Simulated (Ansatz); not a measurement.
# H5NO2Si2: the cost of one run

Method: UKS LDA/def2-SVP, in Ansatz 0.2.0.

## Step 1: The starting structure

Bond lengths: O1–Si2 1.610 Å, Si2–O3 1.633 Å, Si2–N4 1.576 Å, N4–Si5 1.542 Å, O1–H6 1.031 Å, O3–H7 1.028 Å, N4–H8 1.018 Å, Si5–H9 1.500 Å, Si5–H10 1.452 Å. Angles: O1–Si2–O3 108.7°, O1–Si2–N4 101.2°, O3–Si2–N4 96.8°, Si2–O1–H6 111.3°, Si2–O3–H7 114.2°, Si2–N4–Si5 133.7°, Si2–N4–H8 109.3°, Si5–N4–H8 114.5°, N4–Si5–H9 106.9°, N4–Si5–H10 113.3°, H9–Si5–H10 111.0°.

Structure file:

```xyz
10

O    -1.3729   -1.2026   -1.2726
Si    0.1149   -0.7973   -0.8113
O     0.6832   -1.9507    0.1957
N    -0.1908    0.2826    0.2948
Si    0.2001    1.7631    0.4734
H    -2.0796   -0.5944   -0.8328
H     1.5770   -1.7139    0.6450
H    -0.4744   -0.1860    1.1532
H     1.6443    1.7863    0.8770
H    -0.0187    2.5619   -0.7195
```

## Step 2: End point A

Contents of input.yaml:

```yaml
crystal:
  periodic: [false, false, false]
  atoms:
    - { symbol: O, position_ang: [-1.3729, -1.2026, -1.2726] }
    - { symbol: Si, position_ang: [0.1149, -0.7973, -0.8113] }
    - { symbol: O, position_ang: [0.6832, -1.9507, 0.1957] }
    - { symbol: "N", position_ang: [-0.1908, 0.2826, 0.2948] }
    - { symbol: Si, position_ang: [0.2001, 1.7631, 0.4734] }
    - { symbol: H, position_ang: [-2.0796, -0.5944, -0.8328] }
    - { symbol: H, position_ang: [1.577, -1.7139, 0.645] }
    - { symbol: H, position_ang: [-0.4744, -0.186, 1.1532] }
    - { symbol: H, position_ang: [1.6443, 1.7863, 0.877] }
    - { symbol: H, position_ang: [-0.0187, 2.5619, -0.7195] }
magnetization:
  spin_polarized: true
basis:
  gaussian: { orbitals: def2-SVP }
hamiltonian:
  xc: lda
relax:
  f_tol: 0.02
  max_steps: 50
```

Launch:

```
ansatz run input.yaml --threads 2 --pin off --max-ram 3072MiB --backend cpu --events-out ev --progress --plain --runs-dir out
```

What time and memory should one allow on 2 threads of AMD EPYC 9R45 (Zen 5), shared host?

About 26 s, with a peak of 0.26 GiB.
